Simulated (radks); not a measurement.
# Valence configurations of Lu

One table from this session's results is given with a row withheld; the runs are named, their logs left out.

Program: radks (a radial shooting solver on a logarithmic mesh, Libxc functionals) version 1. Level of theory: non-relativistic Kohn-Sham, LDA (Slater exchange, Perdew-Wang correlation), spin-unpolarised, spherical densities, point nucleus. These are calculated values, not measurements, unless marked.

## Starting point

- element: lutetium (Z = 71)
- charge: 0
- electrons: 71
- configuration: [Xe] 4f14 5d1 6s2
- others tried: 4f14 6s2 6p1; 4f13.5 5d1 6s2 6p0.5; 4f14 5d1 6s1 6p1; 4f14 5d1 6s1.5 6p0.5; 4f13 5d2 6s2; 4f12 5d1 6s2 6p2; 4f13 5d1 6s2 6p1; 4f14 5d2 6s1; 4f14 6s1 6p2

The outer shells:

Lu
```
[Xe] core
4f [↑↓][↑↓][↑↓][↑↓][↑↓][↑↓][↑↓]
5d [↑ ][  ][  ][  ][  ]
6s [↑↓]
```

Set-up of the first run:

The run's settings:

```text
Z 71
configuration [Xe] 4f14 5d1 6s2
relativity non-relativistic
functional lda,pw
spin unpolarised
nucleus point
```

Among the steps run: [Xe] 4f14 5d1 6s2.

One table of the session follows, with a row left open; its other results are not shown here.

It belongs to the step «[Xe] 4f14 5d1 6s2». Sizes of the orbitals, from the radial functions (bohr):

| level | <r> | outermost maximum (interpolated) | 90 % within | nodes |
| --- | --- | --- | --- | --- |
| 4s | 0.5179 | 0.482 | 0.743 | 3 |
| 4p | 0.5271 | 0.484 | 0.766 | 2 |
| 4d | 0.5503 | 0.483 | 0.827 | 1 |
| 5s | 1.280 | 1.14 | 1.85 | 4 |
| 5p | 1.447 | 1.24 | 2.14 | 3 |
| 4f | ? | ? | ? | ? |
| 6s | 3.926 | 3.31 | 5.82 | 5 |
| 5d | 2.636 | 1.78 | 4.40 | 2 |

Q: Estimate the row for 4f from the others.

The run gave: <r>: 0.6930; outermost maximum (interpolated): 0.460; 90 % within: 1.18; nodes: 0. In the column «<r>» it lies between 4d (0.5503) and 5s (1.280).

To keep in mind: Relativity is left out, which favours d and f over s occupation in heavy atoms.
